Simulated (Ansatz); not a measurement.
# Cl2FH3Si2: one species, many methods

Aim: compute Cl2FH3Si2 with functionals from several rungs and with coupled cluster. The yardstick is the atomisation energy at the CCSD(T) limit.

Method: functionals in def2-TZVPP, the program's frozen cores in correlated methods; program: Ansatz 0.2.0, Gaussian basis.

Levels to be run: LDA (SPW92), PBE-D4, revPBE-D4, BLYP-D4, r2SCAN-D4, B97M-V, PBE0-D4, B3LYP-D4, r2SCANh-D4, r2SCAN0-D4, HSE06-D4, BHLYP-D4, CAM-B3LYP-D4, LC-ωPBE, ωB97X-V, ωB97M-V, B2PLYP, PBE-QIDH; CCSD(T)/def2-SVP; CCSD(T)/def2-TZVPP; MP2/def2-QZVPP; extrapolation to the limit; RPA on PBE.

## Step 1: The relaxed structure

An earlier PBE0-D4 in a triple-zeta def2 set relaxation fixed the geometry.

SMILES `F[Si]([SiH3])(Cl)Cl`, 8 atoms, charge 0, spin multiplicity 1.

Atoms are counted from 1 here; the program's logs count them from 0.

Bond lengths: F1–Si2 1.589 Å, Si2–Si3 2.331 Å, Si2–Cl4 2.038 Å, Si2–Cl5 2.038 Å, Si3–H6 1.484 Å, Si3–H7 1.484 Å, Si3–H8 1.484 Å. Angles: F1–Si2–Si3 111.2°, F1–Si2–Cl4 107.1°, F1–Si2–Cl5 107.1°, Si3–Si2–Cl4 111.2°, Si3–Si2–Cl5 111.2°, Cl4–Si2–Cl5 108.8°, Si2–Si3–H6 107.8°, Si2–Si3–H7 109.0°, Si2–Si3–H8 109.0°, H6–Si3–H7 110.3°, H6–Si3–H8 110.3°, H7–Si3–H8 110.4°.

## Step 2: LDA

This LDA is Slater exchange with PW92 correlation.

The input, in.yaml:

```yaml
crystal:
  periodic: [false, false, false]
  atoms:
    - {symbol: F, position_ang: [-0.243837, -0.202175, -2.243592]}
    - {symbol: Si, position_ang: [-0.540892, 0.449735, -0.825328]}
    - {symbol: Si, position_ang: [0.687155, -0.595661, 0.857827]}
    - {symbol: Cl, position_ang: [-2.544535, 0.274712, -0.494008]}
    - {symbol: Cl, position_ang: [-0.066972, 2.427367, -0.964518]}
    - {symbol: H, position_ang: [0.350223, 0.065931, 2.142661]}
    - {symbol: H, position_ang: [2.134621, -0.444762, 0.565244]}
    - {symbol: H, position_ang: [0.316435, -2.032245, 0.905913]}
basis:
  gaussian: {orbitals: def2-TZVPP}
hamiltonian: {xc: lda}
output: {orbitals: {seedname: orbitals}}
```

After this run come: PBE-D4 (GGA); revPBE-D4 (GGA); BLYP-D4 (GGA); r2SCAN-D4 (meta-GGA); B97M-V (meta-GGA); PBE0-D4 (hybrid); B3LYP-D4 (hybrid); r2SCANh-D4 (hybrid); r2SCAN0-D4 (hybrid); HSE06-D4 (hybrid); BHLYP-D4 (hybrid); CAM-B3LYP-D4 (range-separated); LC-ωPBE-D4 (range-separated); ωB97X-V (range-separated); ωB97M-V (range-separated); B2PLYP (double hybrid); PBE-QIDH (double hybrid); CCSD(T) in def2-SVP; CCSD(T) in def2-TZVPP; MP2 in def2-QZVPP; RPA on PBE orbitals.

**Question.** What will the summary of the whole plan be? Wanted: atomisation energy, CCSD(T)/CBS; farthest beyond LDA; mean size of error, GGA; mean size of error, meta-GGA; mean size of error, hybrid; mean size of error, range-separated; mean size of error, double hybrid; gap, smallest and largest; T1 diagnostic.

The runs gave:

```
                               quantity                                            value
        atomisation energy, CCSD(T)/CBS                                        27.274 eV
    functionals within 0.136 eV (0.5 %)  PBE-D4, r2SCAN-D4, r2SCANh-D4, ωB97X-V, ωB97M-V
                    farthest beyond LDA                             BHLYP-D4 (-0.877 eV)
                mean size of error, GGA                                         0.423 eV
           mean size of error, meta-GGA                                         0.128 eV
             mean size of error, hybrid                                         0.412 eV
    mean size of error, range-separated                                         0.216 eV
      mean size of error, double hybrid                                         0.489 eV
              gap, smallest and largest        6.01 eV (LDA (SPW92)), 13.00 eV (LC-ωPBE)
                          T1 diagnostic                                           0.0114
triples share of the correlation energy                                            3.7 %
```

In words: The LDA atomisation energy is off by 3.285 eV (12 %): it overbinds. PBE-D4 is off by -0.055 eV. Double hybrids carry the basis error of their MP2 part in triple zeta, and no dispersion term here, so their miss is partly the set-up's. Taken by rung, meta-GGA functionals do best (0.128 eV on average) and double hybrid ones worst beyond LDA (0.489 eV). The reference freezes the cores and leaves out relativity and excitations past (T), so misses under about 0.136 eV can't be ranked. Hartree-Fock recovers 75 % of the binding; the rest is correlation. CCSD(T) in def2-SVP is off by -2.552 eV, more than most functionals: a good method in a small basis is no reference. Orbital gaps span 6.0 to 13.0 eV; exact exchange widens them.
